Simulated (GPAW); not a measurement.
The system is VGe3.

```
Ge V
1.0
     4.76800    0.00000    0.00000
     0.00000    4.76800    0.00000
     0.00000    0.00000    4.76800
Ge V
6 2
Direct
  0.00000 0.50000 0.25000
  0.00000 0.50000 0.75000
  0.50000 0.25000 0.00000
  0.75000 0.00000 0.50000
  0.50000 0.75000 0.00000
  0.25000 0.00000 0.50000
  0.50000 0.50000 0.50000
  0.00000 0.00000 0.00000
```

Base run:

| Property | Result |
| --- | --- |
| Program | GPAW 26.7.0 |
| Functional | PBEsol |
| Potentials or basis | PAW data sets generated in the run's folder for this functional |
| Cutoff | 600 eV |
| Basis | pw |
| k mesh | 5 × 5 × 5 |
| Occupations | fermi-dirac, width 0.05 eV |
| Spin | collinear spin, ferromagnetic start |
| Starting moments | [0.0, 0.0, 0.0, 0.0, 0.0, 0.0, 2.0, 2.0] μB |
| Hubbard terms | V d U = 1 eV |

Its results: pressure 24.0 GPa; net moment 2.70 μB per cell; site moments Ge -0.02; V +1.25 μB.

Q: The run is repeated on the same cell with these changes: hubbard terms from V d U = 1 eV to V d U = 2 eV. What comes out?

A: Pressure 25.6 GPa; net moment 3.01 μB per cell; site moments Ge -0.04; V +1.48 μB.

Caveats: the U is typed as a test and isn't derived for this compound.
